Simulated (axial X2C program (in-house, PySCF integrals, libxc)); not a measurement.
**HfBr: properties at the nuclei**

Aim: properties at the nuclei of HfBr, with spin–orbit coupling in the Hamiltonian from the start.

The runs use an in-house X2C program for linear molecules on PySCF integrals; two-component X2C with atomic mean-field terms, Hf dyall-acv3z, Br dyall-acv3z.

All values are calculated.

## Step 1: Input

Input file task.json:

```json
{"zs": [72, 35], "q": 0, "bas": ["dyall-acv3z", "dyall-acv3z"], "r0": 2.66, "levels": ["PBE0", "HF", "B3LYP"], "nst": 1, "ff": 1, "thr": -3.5, "nmax": 130, "opt": {"ecut": 60}}
```

Keys: zs atomic numbers; q charge; bas basis sets; r0 starting distance in Å; levels methods (HF also brings MP2); nst determinants followed; ff finite-field run; thr threshold in hartree for freezing inner shells (an s shell follows its p shell); nmax most natural virtual spinors; ecut virtual cutoff in hartree.

Started as:

```
> python soeom.py task.json out
```

Nuclei are Gaussian, cores are contracted, and the Gaunt term is on.

## Step 2: Expectation values, lowest determinant

R = 2.450 Å. State: Ω = 3/2 (excess of +ω over −ω: ω = 3/2).

Output of the PBE0 run:

```text
two-component X2C + atomic mean field  PBE0
basis functions 312  fitting functions 1599  grid points 5803
iter        total energy     max residual
   1     -17681.635379934     9.34e-06
   2     -17681.635379962     7.75e-06
   3     -17681.635379969     4.89e-06
   4     -17681.635379978     2.98e-06
   5     -17681.635379983     1.29e-06
   6     -17681.635379984     9.96e-07
converged
one-electron -25387.24892971  Coulomb 7580.33625262  exact exchange -99.68574755  xc functional -305.62972776  nuclear repulsion 544.29655980  atomic mean-field constant -13.70378739
```

The highest occupied spinor is 98% Hf d.

| level | Eeff magnitude (GV/cm) | Ws magnitude Hf (kHz) | A∥/gI Hf (MHz) | qzz Hf (a.u.) | A∥/gI Br (MHz) | qzz Br (a.u.) | μ (D) |
| --- | --- | --- | --- | --- | --- | --- | --- |
| PBE0 | 22 | 13.8 | 731 | -2.34 | 20.2 | 0.62 | -1.52 |
| HF | 75.6 | 49.3 | -0.759 | -4.25 | 8.54 | 0.29 | -1.26 |
| B3LYP | 14 | 8.95 | 743 | -1.87 | 17.9 | 0.62 | -1.76 |

Eeff is the effective electric field on the electron dipole moment in this Ω state and Ws the scalar–pseudoscalar constant (defined with the proton number Z and per Ω); A∥ is the parallel hyperfine constant, which follows by multiplying with the nuclear g factor gI = μI/(I μN); qzz is the electric field gradient, eQq0 = 234.96 MHz × Q/barn × qzz; μ is positive if Br is the positive end. The operators were transformed with the bare-nucleus X2C matrices.

## Step 3: Finite-field coupled cluster

Output:

```text
two-component X2C + atomic mean field  HF
basis functions 312  fitting functions 1599  grid points 5803
iter        total energy     max residual
   1     -17675.062894885     7.85e-01
   2     -17675.120864068     3.31e-02
   3     -17675.121548071     4.17e-02
   4     -17675.128181488     1.84e-03
   5     -17675.129499530     1.85e-03
   6     -17675.130508706     1.79e-03
   7     -17675.131971630     1.75e-03
   8     -17675.134911493     1.46e-03
   9     -17675.136244572     1.16e-03
  10     -17675.136957569     1.04e-03
  11     -17675.137696673     8.49e-04
  12     -17675.138238763     4.47e-04
  13     -17675.138311109     2.51e-04
  14     -17675.138318382     1.51e-04
  15     -17675.138321343     1.60e-04
  16     -17675.138324421     1.26e-04
  17     -17675.138326921     6.52e-05
  18     -17675.138327736     5.80e-05
  19     -17675.138328573     3.66e-05
  20     -17675.138329107     1.31e-05
  21     -17675.138329267     9.00e-06
  22     -17675.138329312     6.52e-06
  23     -17675.138329333     7.91e-06
  24     -17675.138329335     6.80e-06
  25     -17675.138329340     3.73e-06
  26     -17675.138329340     3.56e-06
  27     -17675.138329341     3.34e-06
  28     -17675.138329341     2.21e-06
  29     -17675.138329341     1.53e-06
converged
one-electron -25389.71776976  Coulomb 7583.09358589  exact exchange -399.10691788  xc functional 0.00000000  nuclear repulsion 544.29655980  atomic mean-field constant -13.70378739
correlated 29  virtual 457  natural virtual 130  E(MP2) -0.946530130  MP2 remainder -0.114720956
iter   CCSD correlation   residual
   1     -0.801453273   1.32e-01
   2     -0.815960503   5.78e-02
   3     -0.819105760   3.38e-02
   4     -0.818695268   1.87e-02
   5     -0.819240022   1.07e-02
   6     -0.819485176   5.87e-03
   7     -0.819494227   3.04e-03
   8     -0.819559897   1.53e-03
   9     -0.819507999   8.02e-04
  10     -0.819529168   4.22e-04
  11     -0.819525094   2.38e-04
  12     -0.819529508   1.39e-04
  13     -0.819529536   7.40e-05
  14     -0.819528902   4.41e-05
  15     -0.819529203   2.91e-05
  16     -0.819529550   1.79e-05
  17     -0.819529540   1.11e-05
(T) -0.019332858  T1 0.0319  D1 0.1456  max T2 0.062
```

T1 in the output is the amplitude norm over the root of the electron number; divide by √2 for the Lee–Taylor value.

29 electrons correlated in 130 natural virtual spinors, MP2 remainder added; T1 = 0.023.

| level | Eeff magnitude (GV/cm) | Ws magnitude Hf (kHz) | A∥/gI Hf (MHz) | qzz Hf (a.u.) | A∥/gI Br (MHz) | μ (D) |
| --- | --- | --- | --- | --- | --- | --- |
| HF | 75.6 | 49.3 | -0.673 | -4.52 | 8.54 | -1.26 |
| MP2 | 61.1 | 39.8 | 593 | -3.98 | 10.8 | -1.53 |
| CCSD | 51.1 | 33.5 | 737 | -4.05 | 17.4 | -1.56 |
| CCSD(T) | 47.5 | 31.2 | 806 | -3.90 | 17.3 | -1.48 |

## Step 4: Summary of results

```
                       quantity                                    value
             lowest determinant  Ω = 3/2 (excess of +ω over −ω: ω = 3/2)
   Eeff magnitude (GV/cm), PBE0                                       22
    Ws magnitude Hf (kHz), PBE0                                     13.8
           A∥/gI Hf (MHz), PBE0                                      731
            qzz Hf (a.u.), PBE0                                    -2.34
Eeff magnitude (GV/cm), CCSD(T)                                     47.5
 Ws magnitude Hf (kHz), CCSD(T)                                     31.2
        A∥/gI Hf (MHz), CCSD(T)                                      806
         qzz Hf (a.u.), CCSD(T)                                    -3.90
```

**Reading.** In the first state, the effective field runs from 14 to 75.6 GV/cm over the mean-field levels, so the levels don't agree on it. The expectation values come from single determinants, which for open shells can mix terms of unlike spin or miss the lowest Ω, so a determinant need not be a state. Eeff is the effective electric field on the electron dipole moment in this Ω state and Ws the scalar–pseudoscalar constant (defined with the proton number Z and per Ω); A∥ is the parallel hyperfine constant, which follows by multiplying with the nuclear g factor gI = μI/(I μN); qzz is the electric field gradient, eQq0 = 234.96 MHz × Q/barn × qzz; μ is positive if Br is the positive end. The operators were transformed with the bare-nucleus X2C matrices. Correlation of the inner shells is missing, which matters for properties at the nucleus.
